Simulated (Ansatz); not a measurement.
# AlBr2H2N, SMILES [NH2][Al]([Br])[Br]: a rigid scan of one bond length

Computed with Ansatz 0.2.0, Python API.

The cells in order, each with its output:

In [1]:
```python
import ansatz as az
import numpy as np
```

In [2]:
```python
GEOMETRY = """
N    -0.39200    1.12310   -0.16230
Al   -0.01580   -0.69250   -0.04990
Br    1.95140   -1.37290    1.02250
Br   -1.40150   -2.29940   -0.98220
H    -0.46140    1.53130    0.78440
H     0.36150    1.64630   -0.65860
"""

mol = az.Crystal.molecule()
for line in GEOMETRY.strip().splitlines():
    symbol, *xyz = line.split()
    mol = mol.atom(symbol, [float(v) for v in xyz])
```

In [3]:
```python
symbols = [site.symbol for site in mol.cartesian_sites]
start = np.array([site.position_ang for site in mol.cartesian_sites])
axis = (start[4] - start[0]) / np.linalg.norm(start[4] - start[0])
moving = [4]
lengths, energies = [0.909, 0.951, 0.992, 1.033, 1.075, 1.116, 1.157, 1.219], []
for length in lengths:
    xyz = start.copy()
    xyz[moving] += (length - np.linalg.norm(start[4] - start[0])) * axis
    point = az.Crystal.molecule()
    for symbol, place in zip(symbols, xyz):
        point = point.atom(symbol, place.tolist())
    model = (
        point.calculation()
        .basis(gaussian="def2-SVP")
        .functional("B3LYP")
    )
    rep = model.run(threads=1, pin="off").report
    energies.append(rep["free_energy_ev"])
    print(f"r = {length:6.3f} A  E = {energies[-1]:.5f} eV  <S^2> = {abs(rep['mean_field']['state']['spin_squared']):.3f}")
```
```text
r =  0.909 A  E = -148197.94237 eV  <S^2> = 0.000
r =  0.951 A  E = -148198.17287 eV  <S^2> = 0.000
r =  0.992 A  E = -148198.28171 eV  <S^2> = 0.000
r =  1.033 A  E = -148198.30194 eV  <S^2> = 0.000
r =  1.075 A  E = -148198.25211 eV  <S^2> = 0.000
r =  1.116 A  E = -148198.15098 eV  <S^2> = 0.000
r =  1.157 A  E = -148198.01079 eV  <S^2> = 0.000
r =  1.219 A  E = -148197.74623 eV  <S^2> = 0.000
```

In [4]:
```python
# quartic fit about the minimum
fit = np.polynomial.Polynomial.fit(lengths, np.array(energies) - min(energies), 4).convert()
roots = [r.real for r in fit.deriv().roots() if abs(r.imag) < 1e-9 and fit.deriv(2)(r.real) > 0]
r_e = min(roots, key=lambda r: abs(r - lengths[int(np.argmin(energies))]))
print(f"minimum of the fit at {r_e:.4f} A, force constant {fit.deriv(2)(r_e):.2f} eV/A^2")
```
```text
minimum of the fit at 1.0230 A, force constant 43.39 eV/A^2
```

What to keep in mind:
- These settings explore the input space; basis and method may be short of convergence.
- The rest of the molecule is held rigid at a force-field or estimated start geometry, and the basis set is modest; single-reference methods fail as a bond breaks.
- b3lyp holds the VWN-RPA fit, as in Gaussian; the form of ORCA and Turbomole is b3lyp5.
- The orbitals are restricted, so S² is zero by construction.
- Hardware and time: 29 s on 1 thread of Arm Neoverse V2 (shared host), peak memory 0.31 GiB.

(Lines on the test bed's own set-up are left out of the output.)
